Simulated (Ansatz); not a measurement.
**GdO: how the settings move a single-point run**

Aim: see which settings change the result for GdO, by how much, and at what cost.

Method: reference: DFT, PBE, all-electron PAW with datasets made for the crystal, scalar-relativistic, in Ansatz 0.2.0.

### Step 1. The structure to begin with

The structure is cubic, space group F-43m (No. 216). Conventional cell: a = 5.506 Å, b = 5.506 Å, c = 5.506 Å, α = 90.00°, β = 90.00°, γ = 90.00°. Gd (site symmetry -43m) is surrounded by 4 O at 2.38 Å. O (site symmetry -43m) is surrounded by 4 Gd at 2.38 Å.

Structure file:

```
CELL_PARAMETERS angstrom
0.00000 2.75295 2.75295
2.75295 0.00000 2.75295
2.75295 2.75295 0.00000
ATOMIC_POSITIONS crystal
Gd 0.00000 0.00000 0.00000
O 0.25000 0.25000 0.25000
```

### Step 2. Reference

The input, input.yaml:

```yaml
crystal:
  lattice:
    - [0.0, 2.7529546205, 2.7529546205]
    - [2.7529546205, 0.0, 2.7529546205]
    - [2.7529546205, 2.7529546205, 0.0]
  atoms:
    - { symbol: Gd, position: [0.0, 0.0, 0.0], spin: 7.0 }
    - { symbol: O, position: [0.25, 0.25, 0.25] }
magnetization:
  spin_polarized: true
kpoints:
  mp_grid: { grid: [12, 12, 12] }
scf:
  occupations: { method: fermi_dirac, width: 0.03 }
hamiltonian:
  xc: pbe
  pseudopotentials: { kind: all_electron, datasets: crystal }
output:
  forces: true
  stress: true
  eigenvalues: false
```

The run is started by

```sh
$ ansatz run input.yaml --threads 1 --pin off --max-ram 3072MiB --backend cpu --events-out ev --progress --plain --runs-dir out
```

Excerpt of the output:

```text
[...]
Basis set: ecut = 320 eV, 537 PW (Γ), exchange–correlation on 48×48×48 points (8 copies of the dense FFT grid, shifted against one another)
[...]
Magnetic group: BNS 216.74 (UNI 1576), of the structure as read, at distance tolerance 3.5e-5 Å
k-points: 72 of 1728 (time reversal used)
[...]
SCF iter   1: F=—  HF=-308744.507662 eV  |F-HF|=—  |Δ(HF+E_count)|=         —  Δρ=7.95e-3 (↑3.93e-3 ↓7.95e-3)  dr2=2.20e-2  dr2_m=1.05e-2  M=7.421 μB ∫|m|=7.473 μB  β_m=0.30  ethr=9.11e-5  ⟨swp⟩=4.1  Hψ=19464  notcnv=0
preconditioner: auto → Kerker (q_TF=auto, 2.488 Å⁻¹)  [metal: Δε(μ)=0.008 eV  Ē_g=13.759 eV  σ=0.030 eV  W_gap=0.06  n_scr=14 (ndim 8)  ℏωp=27.0 eV  f_vac=0.021  D(μ)=2.89/eV (n_scr^D=26)]
[...]
SCF iter   2: F=—  HF=-308744.499587 eV  |F-HF|=—  |Δ(HF+E_count)|=   8.08e-3  Δρ=3.79e-3 (↑3.79e-3 ↓3.69e-3)  dr2=1.45e-2  dr2_m=5.69e-4  M=7.569 μB ∫|m|=7.598 μB  β_m=0.33  ethr=9.11e-5  ⟨swp⟩=3.0  Hψ=6808  notcnv=0
[...]
SCF iter   9: F=—  HF=-308744.495686 eV  |F-HF|=—  |Δ(HF+E_count)|=   1.56e-6  Δρ=4.62e-5 (↑2.44e-5 ↓4.62e-5)  dr2=1.44e-6  dr2_m=2.49e-7  M=7.518 μB ∫|m|=7.553 μB  β_m=0.88  ethr=2.83e-8  ⟨swp⟩=2.0  Hψ=5019  notcnv=0
SCF iter  10: F=-308744.495686 eV  HF=-308744.495686 eV  |F-HF|=1.47e-8  |Δ(HF+E_count)|=   1.75e-7  Δρ=6.44e-6 (↑4.02e-6 ↓6.44e-6)  dr2=3.03e-8  dr2_m=4.10e-9  M=7.518 μB ∫|m|=7.553 μB  ethr=6.00e-9  ⟨swp⟩=2.2  Hψ=5050  notcnv=0
[...]
SCF converged after 10 iterations
Magnetization: 7.5183 μB (15.7591 up, 8.2409 down)
[...]
Free energy (F): -308744.495684 eV
[...]
E sigma→0 (E₀):  -308744.491985 eV
[...]
Fermi energy:    13.214230 eV
[...]
  P = ⅓ Tr σ = -5.3954 GPa (-53.954 kbar)
[...]
```

Run time: 49 s. Hardware: 1 thread of Arm Neoverse V1, shared host; peak memory 0.77 GiB.

### Step 3. Variant: starting moments, xc r2scan, xc_grid 2

Edit input.yaml of step 2 so:

```diff
@@ -7,3 +7,3 @@
     - { symbol: Gd, position: [0.0, 0.0, 0.0], spin: 7.0 }
-    - { symbol: O, position: [0.25, 0.25, 0.25] }
+    - { symbol: O, position: [0.25, 0.25, 0.25], spin: 1.0 }
 magnetization:
@@ -15,3 +15,3 @@
 hamiltonian:
-  xc: pbe
+  xc: r2scan
   pseudopotentials: { kind: all_electron, datasets: crystal }
@@ -21 +21,3 @@
   eigenvalues: false
+basis:
+  xc_grid: 2
```

The run is started by

```sh
$ ansatz run input.yaml --threads 1 --pin off --max-ram 3072MiB --backend cpu --events-out ev --progress --plain --runs-dir out
```

The program printed:

```text
settings of this run that can trade accuracy for cost: output.eigenvalues: false. Do not mix this run's numbers with those of runs without the same settings; the input reference describes each key
hamiltonian.pseudopotentials.datasets: crystal makes datasets for this crystal and solves the spheres of its atoms anew in each pass: cutoff 320.0 eV, the density's 2240.0 eV; for an error of 0.50 meV an atom under PBE, 1.0 meV for the cell; an energy difference from a run of another recipe may be off by several times the error for the cell, under r2SCAN by more, where some 0.1 meV an atom stays at smaller errors; O in spheres of 1.032 Å, 6 of its electrons in bands; Gd in spheres of 1.344 Å, 18 of its electrons in bands
band count auto-derived: 22 (N_el = 24.0; filled up to band 12; 20 by the electrons, moments and atoms)
Engine: ansatz 0.2.0
Pseudopotentials: kind: all_electron
Pseudopotential: Gd, paw, valence charge 18, recommended cutoff 320 eV (normal), Koelling and Harmon's equation, gaussian nucleus
Pseudopotential: O, paw, valence charge 6, recommended cutoff 320 eV (normal), Koelling and Harmon's equation, gaussian nucleus
Functional definition: r2SCAN
  parameter k0 = 0.174
  parameter k1 = 0.065
  parameter a1 = 4.9479
  exchange = r2scan_x(k0 = k0, k1 = k1, a1 = a1)
  correlation = r2scan_c
a search for the magnetic state begins, with frozen cores and fixed partial waves. It gives no result and prints no iterations
the search for the magnetic state of this step took 19 SCF iterations with frozen cores. It stayed in its first state, in which the spheres begin
Crystal: 2 atoms, lattice volume = 41.728 Å³
Basis set: ecut = 320 eV, 537 PW (Γ), exchange–correlation on 64×64×64 points (8 copies of the dense FFT grid, shifted against one another)
Bands: 22, of which v1, the nominal top of the filled ones, is band 12 counted from 1 (11 counted from 0)
Symmetry: 24 space group operations
Space group: F-43m (ITA 216), of the structure as read, at distance tolerance 3.5e-5 Å
Magnetic group: BNS 216.74 (UNI 1576), of the structure as read, at distance tolerance 3.5e-5 Å
k-points: 72 of 1728 (time reversal used)
Non-local potential: Gd, projectors of the file, l = 0: 2, l = 1: 2, l = 2: 1, l = 3: 2
Non-local potential: O, projectors of the file, l = 0: 1, l = 1: 2
PAW form: soft (Blöchl's): semilocal exchange-correlation on the pseudo side does not see the compensation charge
PAW one-centre angular grid: Gd, 2702 points (default); XC on its mesh's 1829 points in the sphere
PAW one-centre angular grid: O, 302 points (default); XC on its mesh's 1955 points in the sphere
Initial density: read from a saved state, or passed on in memory by an earlier SCF of this step, an earlier step, the calling program or the single point that the run made first
Starting moments: Σ|m| = 8 μB on 2 of 2 sites; this step starts from the density that it was given
Initial wavefunctions: pseudopotential atomic-orbital guess
Functional: x = r2scan, c = r2scan; τ floored in thin density (d = 2e-4 eV/Å³)
iter 1 solved again at ethr=7.11e-5 eV; its pass at ethr=1.00e-1 eV (dr2=1.71e-2 eV) is discarded
SCF iter   1: F=—  HF=-308781.329589 eV  |F-HF|=—  |Δ(HF+E_count)|=         —  Δρ=7.82e-3 (↑7.82e-3 ↓4.01e-3)  dr2=1.44e-2  dr2_τ=2.53e-4  dr2_m=5.09e-3  M=7.932 μB ∫|m|=7.934 μB  β_m=1.20  ethr=7.11e-5  ⟨swp⟩=4.2  Hψ=19976  notcnv=0
preconditioner: auto → Kerker (q_TF=auto, 2.488 Å⁻¹)  [metal: Δε(μ)=0.014 eV  Ē_g=15.071 eV  σ=0.030 eV  W_gap=0.11  n_scr=14 (ndim 8)  ℏωp=27.0 eV  f_vac=0.030  D(μ)=0.75/eV (n_scr^D=0)]
spin=Collinear: Kerker preconditioning applied to the charge; magnetization (m = ρ↑ − ρ↓) channel mixes plain (no charge-response kernel on spin).
SCF iter   2: F=—  HF=-308781.332449 eV  |F-HF|=—  |Δ(HF+E_count)|=   2.86e-3  Δρ=4.09e-3 (↑4.09e-3 ↓3.88e-3)  dr2=1.07e-2  dr2_τ=1.88e-5  dr2_m=4.19e-5  M=7.932 μB ∫|m|=7.934 μB  β_m=1.20  ethr=6.02e-5  ⟨swp⟩=3.5  Hψ=6815  notcnv=0  defer=9  κ⁻¹=1.0e0(r=1)
SCF iter   3: F=—  HF=-308781.326446 eV  |F-HF|=—  |Δ(HF+E_count)|=   6.00e-3  Δρ=1.69e-3 (↑1.20e-3 ↓1.69e-3)  dr2=2.35e-3  dr2_τ=5.42e-5  dr2_m=2.00e-4  M=7.932 μB ∫|m|=7.934 μB  β_m=1.20  ethr=4.48e-5  ⟨swp⟩=3.0  Hψ=7028  notcnv=0  defer=1  κ⁻¹=9.1e-3(r=2)
SCF iter   4: F=—  HF=-308781.332917 eV  |F-HF|=—  |Δ(HF+E_count)|=   6.47e-3  Δρ=8.62e-4 (↑8.10e-4 ↓8.62e-4)  dr2=9.07e-4  dr2_τ=1.83e-5  dr2_m=1.52e-5  M=7.932 μB ∫|m|=7.934 μB  β_m=1.20  ethr=9.78e-6  ⟨swp⟩=2.1  Hψ=7818  notcnv=0  κ⁻¹=9.1e-3(r=2)
SCF iter   5: F=—  HF=-308781.333044 eV  |F-HF|=—  |Δ(HF+E_count)|=   1.26e-4  Δρ=6.25e-4 (↑5.57e-4 ↓6.25e-4)  dr2=4.83e-4  dr2_τ=7.23e-7  dr2_m=2.54e-6  M=7.932 μB ∫|m|=7.934 μB  β_m=1.20  ethr=3.78e-6  ⟨swp⟩=2.0  Hψ=4953  notcnv=0  κ⁻¹=3.9e-5(r=3)
SCF iter   6: F=—  HF=-308781.333168 eV  |F-HF|=—  |Δ(HF+E_count)|=   1.24e-4  Δρ=3.83e-4 (↑3.76e-4 ↓3.83e-4)  dr2=2.08e-4  dr2_τ=3.16e-7  dr2_m=7.03e-7  M=7.932 μB ∫|m|=7.934 μB  β_m=1.20  ethr=2.01e-6  ⟨swp⟩=2.1  Hψ=5305  notcnv=0  κ⁻¹=3.9e-5(r=3)
SCF iter   7: F=—  HF=-308781.333201 eV  |F-HF|=—  |Δ(HF+E_count)|=   3.36e-5  Δρ=2.84e-4 (↑2.69e-4 ↓2.84e-4)  dr2=1.19e-4  dr2_τ=1.24e-7  dr2_m=3.18e-7  M=7.932 μB ∫|m|=7.934 μB  β_m=1.20  ethr=8.68e-7  ⟨swp⟩=2.0  Hψ=5000  notcnv=0  κ⁻¹=1.4e-6(r=4)
iter 8 solved again at ethr=4.85e-8 eV; its pass at ethr=4.95e-7 eV (dr2=1.17e-5 eV) is discarded
SCF iter   8: F=—  HF=-308781.333239 eV  |F-HF|=—  |Δ(HF+E_count)|=   3.75e-5  Δρ=7.55e-5 (↑7.55e-5 ↓7.53e-5)  dr2=1.17e-5  dr2_τ=1.53e-8  dr2_m=1.53e-7  M=7.932 μB ∫|m|=7.934 μB  β_m=1.20  ethr=4.85e-8  ⟨swp⟩=2.0  Hψ=12849  notcnv=0  κ⁻¹=1.4e-6(r=4)
SCF iter   9: F=—  HF=-308781.333241 eV  |F-HF|=—  |Δ(HF+E_count)|=   1.85e-6  Δρ=4.92e-5 (↑4.61e-5 ↓4.92e-5)  dr2=5.38e-6  dr2_τ=3.10e-9  dr2_m=6.89e-9  M=7.932 μB ∫|m|=7.934 μB  β_m=1.20  ethr=4.85e-8  ⟨swp⟩=2.0  Hψ=4906  notcnv=0  κ⁻¹=2.4e-7(r=5)
SCF iter  10: F=—  HF=-308781.333241 eV  |F-HF|=—  |Δ(HF+E_count)|=   1.73e-7  Δρ=1.72e-5 (↑1.72e-5 ↓1.71e-5)  dr2=3.72e-7  dr2_τ=6.65e-10  dr2_m=2.51e-8  M=7.932 μB ∫|m|=7.934 μB  β_m=1.20  ethr=2.24e-8  ⟨swp⟩=3.0  Hψ=5566  notcnv=0  κ⁻¹=5.0e-9(r=6)
SCF iter  11: F=—  HF=-308781.333241 eV  |F-HF|=—  |Δ(HF+E_count)|=   1.47e-7  Δρ=1.16e-5 (↑1.14e-5 ↓1.16e-5)  dr2=2.51e-7  dr2_τ=7.18e-11  dr2_m=6.59e-10  M=7.932 μB ∫|m|=7.934 μB  β_m=1.20  ethr=1.55e-9  ⟨swp⟩=2.3  Hψ=4950  notcnv=0  κ⁻¹=2.4e-9(r=7)
SCF iter  12: F=—  HF=-308781.333241 eV  |F-HF|=—  |Δ(HF+E_count)|=   4.66e-8  Δρ=6.82e-6 (↑6.82e-6 ↓6.01e-6)  dr2=8.63e-8  dr2_τ=5.12e-11  dr2_m=4.08e-10  M=7.932 μB ∫|m|=7.934 μB  β_m=1.20  ethr=1.05e-9  ⟨swp⟩=2.4  Hψ=4966  notcnv=0  κ⁻¹=2.5e-10(r=8)
iter 13 closing phase opened: the close's accurate solve read onsite_residual=6.52e-8 eV against 6.25e-8 eV; the close is withheld, and while its budget lasts the loop goes on, solving accurately
SCF iter  13: F=-308781.333241 eV  HF=-308781.333241 eV  |F-HF|=1.51e-9  |Δ(HF+E_count)|=   7.16e-9  Δρ=3.32e-6 (↑3.32e-6 ↓3.21e-6)  dr2=3.21e-8  dr2_τ=5.00e-11  dr2_m=2.99e-10  M=7.932 μB ∫|m|=7.934 μB  ethr=3.60e-10  ⟨swp⟩=2.5  Hψ=10436  notcnv=0
SCF iter  14: F=—  HF=-308781.333241 eV  |F-HF|=—  |Δ(HF+E_count)|=    0.00e0  Δρ=3.31e-6 (↑3.31e-6 ↓3.21e-6)  dr2=3.19e-8  dr2_τ=5.12e-11  dr2_m=2.90e-10  M=7.932 μB ∫|m|=7.934 μB  β_m=1.20  ethr=1.00e-12  ⟨swp⟩=1.0  Hψ=3168  notcnv=0  κ⁻¹=9.2e-10(r=8)
SCF iter  15: F=-308781.333241 eV  HF=-308781.333241 eV  |F-HF|=1.80e-9  |Δ(HF+E_count)|=   2.97e-9  Δρ=2.34e-6 (↑2.02e-6 ↓2.34e-6)  dr2=1.20e-8  dr2_τ=1.12e-11  dr2_m=1.31e-10  M=7.932 μB ∫|m|=7.934 μB  ethr=1.00e-12  ⟨swp⟩=3.5  Hψ=6678  notcnv=0
SCF 1 converged in 15 iterations: F = -308781.333241 eV  dr2 = 1.20e-8
  Residual-converged pass: the last iteration was solved by the pass's rule, and is the pass (adopted: true)  max |occ|·‖R‖ = 5.3e-6 eV (tolerance 5.3e-6 eV)  dr2=1.20e-8  dr2_τ=1.12e-11  dr2_m=1.31e-10  dr2_onsite=4.13e-8
this state was not tested for a lower state beside it, because the mixer in use, unlike msr1, does not test its closes by its own steps (another_mixer; see scf.mixing.algorithm and scf.lower_state_search)
SCF converged after 15 iterations
Magnetization: 7.9318 μB (15.9659 up, 8.0341 down)
Absolute magnetization: 7.9339 μB (∫|ρ↑−ρ↓|)
Spin contamination: 0.0197 ħ² per cell (⟨S²⟩ above its minimum at these occupations)
Per-site moments (μB) at R_I (Å): [(7.042042771476234, 0.983453062687734), (0.03759461248299112, 0.983453062687734)]
Free energy (F): -308781.333241 eV
Harris-Foulkes:  -308781.333241 eV  (|F-HF|=1.80e-9)
Internal energy: -308781.331049 eV  (E = F + TS)
E sigma→0 (E₀):  -308781.332145 eV
Entropy (-TS):   -0.002191 eV (-1.096 meV/atom)
Past the cutoff: the bands carry plane waves up to 2.50 times it, of which those up to 1.5 times it add -0.001727 eV an atom, each by itself; the spheres take 0.000628 eV an atom off the energy for waves past 2.50 times it
Past the cutoffs: a stress includes 0.0078 GPa for waves and charges beyond them, in addition to the slope of what the spheres take
In the spheres:  the bands' charges fall short by 2.2e-6 e at most (sound up to 1e-3)
Fermi energy:    13.037760 eV
--- Per-component energies (eV) ---
  The terms above E_closure are by the made datasets' own strengths, without shells solved beside the bands.
--- Forces (eV/Å), atoms counted from 1 ---
  atom   1  Gd     0.00000000    -0.00000000     0.00000000
  atom   2  O     -0.00000000     0.00000000    -0.00000000
  max |Σ_I F_I| component: 5.55e-17 eV/Å
--- Stress (GPa, compression-positive) ---
       -7.471697      -0.000000      -0.000000
       -0.000000      -7.471697       0.000000
       -0.000000      -0.000000      -7.471697
  P = ⅓ Tr σ = -7.4717 GPa (-74.717 kbar)
settings of this run that can trade accuracy for cost: output.eigenvalues: false. Do not mix this run's numbers with those of runs without the same settings; the input reference describes each key
```

Run time: 97 s. Hardware: 1 thread of Arm Neoverse V1, shared host; peak memory 1 GiB.

After a change of functional the difference of the totals has no physical meaning; the pressure goes from -5.4 to -7.5 GPa and the absolute moment goes from 7.55 to 7.93 μB. The spin start and numerical grids changed too. Cost: 15 SCF cycles against 10, 97 s against 49 s.

### Step 4. Comparison

| run | ending | energy change | pressure (GPa) | abs. moment (μB) | force (eV/Å) | cycles | time |
| --- | --- | --- | --- | --- | --- | --- | --- |
| reference | converged | - | -5.4 | 7.55 | 0.00 | 10 | 49 s |
| 1: starting moments, xc r2scan, xc_grid 2 | converged | not comparable | -7.5 | 7.93 | 0.00 | 15 | 97 s |

Residual by cycle in the longest SCF loop of each run; runs are numbered as in the table. The quantity is the density residual dr2, in eV.

| cycle | reference | run 1 |
| --- | --- | --- |
| 1 | 0.022 | 0.0144 |
| 2 | 0.0145 | 0.0107 |
| 4 | 1.5e-4 | 9.1e-4 |
| 5 | 6.2e-5 | 4.8e-4 |
| 6 | 6.8e-6 | 2.1e-4 |
| 7 | 3.1e-5 | 1.2e-4 |
| 9 | 1.4e-6 | 5.4e-6 |
| 10 | 3.0e-8 | 3.7e-7 |
| 11 | - | 2.5e-7 |
| 12 | - | 8.6e-8 |
| 14 | - | 3.2e-8 |
| 15 | - | 1.2e-8 |

**Reading.** Total energies don't compare across a change of functional; the pressure goes from -5.4 to -7.5 GPa and the absolute moment goes from 7.55 to 7.93 μB. The spin start and numerical grids changed too. Cost: 15 SCF cycles against 10, 97 s against 49 s.
